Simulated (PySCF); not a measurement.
# Dy(OH)3: other functionals and bases at one geometry

One table from this session's results is given with a row withheld; the runs are named, their logs left out.

Computed with PySCF 2.14.0. Level: several levels, as the steps say, no spin–orbit coupling.

4 further runs of the same task are left out: 2 for a known fault of the program, 2 that didn't finish.

### Starting geometry

7 atoms, charge 0, spin multiplicity 1.

Bond lengths: Dy1–O2 2.055 Å, Dy1–O4 2.055 Å, Dy1–O6 2.055 Å, O2–H3 0.966 Å, O4–H5 0.966 Å, O6–H7 0.966 Å. Angles: O2–Dy1–O4 119.8°, O2–Dy1–O6 119.8°, O4–Dy1–O6 119.8°, Dy1–O2–H3 177.8°, Dy1–O4–H5 177.8°, Dy1–O6–H7 177.8°.

As a file:

```xyz
7

Dy    0.0000    0.0000    0.0316
O     2.0530    0.0000    0.1241
H     3.0159    0.0000    0.2039
O    -1.0265    1.7780    0.1241
H    -1.5080    2.6118    0.2039
O    -1.0265   -1.7780    0.1241
H    -1.5079   -2.6118    0.2039
```

Formal oxidation states: Dy +3. Each metal's 9 4f electrons lie in its core potential, so multiplicities, spins and levels count the valence alone. An earlier session relaxed this geometry at PBE, Dy lcecp-1-SVP with ECP55, O def2-SVP, H def2-SVP (singlet, point group C3v).

At PBE on the finer grid: E = -264.337004 Eh, HOMO -5.91 eV, LUMO -2.04 eV, Mulliken charge on Dy1 +0.85 e, largest force component 0.005 eV/Å. 

Levels to run: HF; revPBE; TPSSh; PBE0; PBE, TZVP. Hardware: 2 threads of Arm Neoverse V1, shared host.

The first run:

The input, run.py (the lines that set the calculation):

```python
mol = gto.M(atom='''
Dy     0.00000     0.00000     0.03159
O      2.05305     0.00002     0.12413
H      3.01586     0.00003     0.20386
O     -1.02654     1.77798     0.12413
H     -1.50796     2.61180     0.20386
O     -1.02651    -1.77800     0.12413
H     -1.50790    -2.61183     0.20386''',
    basis={'Dy': 'lcecp-1-SVP', 'O': 'def2-SVP', 'H': 'def2-SVP'},
    ecp={'Dy': 'lcecp-1-SVP'},
    charge=0, spin=0)
mf = scf.RHF(mol)
mf = mf.density_fit()  # fitting sets: Dy AutoAux, O def2-universal-JKFIT, H def2-universal-JKFIT
mf.conv_tol = 1e-08; mf.max_cycle = 55
mf.kernel(dm0)  # dm0: the density of the relaxed state
```

Command:

```bash
> OMP_NUM_THREADS=2 python run.py
```

Among the steps run: HF; revPBE; TPSSh; PBE0; PBE, TZVP.

One table of the session follows, with a row left open; its other results are not shown here.

| level | HOMO (eV) | gap (eV) | charge on Dy1 (e) | dipole (D) | largest force component (eV/Å) |
| --- | --- | --- | --- | --- | --- |
| PBE (relaxed here) | -5.91 | 3.86 | 0.85 | 0.28 | 0.01 |
| HF | -11.92 | 12.77 | 1.57 | 0.40 | 1.91 |
| revPBE | -5.84 | 3.93 | 0.89 | 0.29 | 0.16 |
| TPSSh | ? | ? | ? | ? | ? |
| PBE0 | -7.59 | 6.28 | 1.08 | 0.32 | 0.59 |
| PBE, TZVP | -6.20 | 4.07 | 1.49 | 0.34 | 0.29 |

Q: Estimate the row for TPSSh from the others.

As computed: HOMO (eV): -6.65; gap (eV): 5.14; charge on Dy1 (e): 1.04; dipole (D): 0.31; largest force component (eV/Å): 0.28. In the column «HOMO (eV)» it lies between PBE0 (-7.59) and PBE, TZVP (-6.20).

In one basis the HOMO–LUMO gap runs from 3.86 eV (PBE) to 12.77 eV (HF). The largest leftover force, 1.91 eV/Å with HF, stands at a geometry relaxed at another level. With 4f in the core, its levels are missing from HOMO and gap, and its count is fixed, so no charge can pass from the ligands into it. Total energies of different levels can't be compared.
